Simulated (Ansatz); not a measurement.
# Ag: stress in a strained cell

Ag is deformed so: equal xx and yy strain of +2 %. What stress and forces result, by LAPW, PAW and all-electron datasets made for the crystal?

Program: Ansatz 0.2.0. Level of theory: DFT LDA, scalar-relativistic. These are calculated values, not measurements.

## 1. The system as given

Symmetry: Fm-3m, No. 225, cubic system. The conventional cell has a = 4.086 Å, b = 4.086 Å, c = 4.086 Å, α = 90.00°, β = 90.00°, γ = 90.00°. Ag (site symmetry m-3m) is surrounded by 12 Ag at 2.89 Å.

As a file:

```
Ag
1.0
     0.00000    2.04310    2.04310
     2.04310    0.00000    2.04310
     2.04310    2.04310    0.00000
Ag
1
Direct
  0.00000 0.00000 0.00000
```

## 2. After the deformation

Space group Fm-3m before, I4/mmm after.

## 3. Full-potential LAPW

The input, input.yaml:

```yaml
crystal:
  lattice:
    - [0.0, 2.083962, 2.0431]
    - [2.083962, 0.0, 2.0431]
    - [2.083962, 2.083962, 0.0]
  atoms:
    - { symbol: Ag, position: [0.0, 0.0, 0.0] }
kpoints:
  mp_grid: { grid: [15, 15, 15] }
  band_path:
    path:
      - [0.0, 0.0, 0.0]
      - [0.0, 0.5, 0.5]
      - [0.25, 0.75, 0.5]
      - [0.0, 0.5, 0.0]
      - [0.0, 0.0, 0.0]
      - [0.5, 0.5, 0.0]
      - [0.38005, 0.61995, 0.0]
      - [-0.38005, 0.38005, 0.0]
      - [0.0, 0.0, 0.0]
    npoints: 5
scf:
  occupations: { method: fermi_dirac, width: 0.05 }
hamiltonian:
  xc: lda
  pseudopotentials: { kind: all_electron, lapw: { basis_error: 0.001 } }
output:
  forces: true
  stress: true
  eigenvalues: true
```

Started as:

```
$ ansatz run input.yaml --threads 1 --pin off --max-ram 3072MiB --backend cpu --events-out ev --progress --plain --runs-dir out
```

## 4. Frozen-core PAW

The input, input.yaml:

```yaml
crystal:
  lattice:
    - [0.0, 2.083962, 2.0431]
    - [2.083962, 0.0, 2.0431]
    - [2.083962, 2.083962, 0.0]
  atoms:
    - { symbol: Ag, position: [0.0, 0.0, 0.0] }
kpoints:
  mp_grid: { grid: [15, 15, 15] }
scf:
  occupations: { method: fermi_dirac, width: 0.05 }
hamiltonian:
  xc: lda
  pseudopotentials: { kind: paw }
output:
  forces: true
  stress: true
  eigenvalues: true
  efg: { contact_densities: true }
```

## 5. Datasets made for this crystal

Changes to input.yaml since step 4:

```diff
@@ -13,3 +13,3 @@
   xc: lda
-  pseudopotentials: { kind: paw }
+  pseudopotentials: { kind: all_electron, datasets: crystal }
 output:
```

(Steps that only read results are left out.)

**Question.** What will these runs give? Wanted: pressure; largest shear or deviatoric stress.

The runs gave:

| quantity | value |
| --- | --- |
| pressure | LAPW -10.74, PAW -10.73, crystal datasets -10.74 GPa |
| largest shear or deviatoric stress (LAPW) | 0.03 GPa |

**Reading.** The largest part of the stress beyond the pressure is 0.03 GPa in size, in the zz component. No run of the undeformed cell stands beside it, so the pressure holds what the given cell had before the change. PAW: stress within 0.01 GPa of LAPW. Crystal datasets: stress within 0.01 GPa of LAPW.
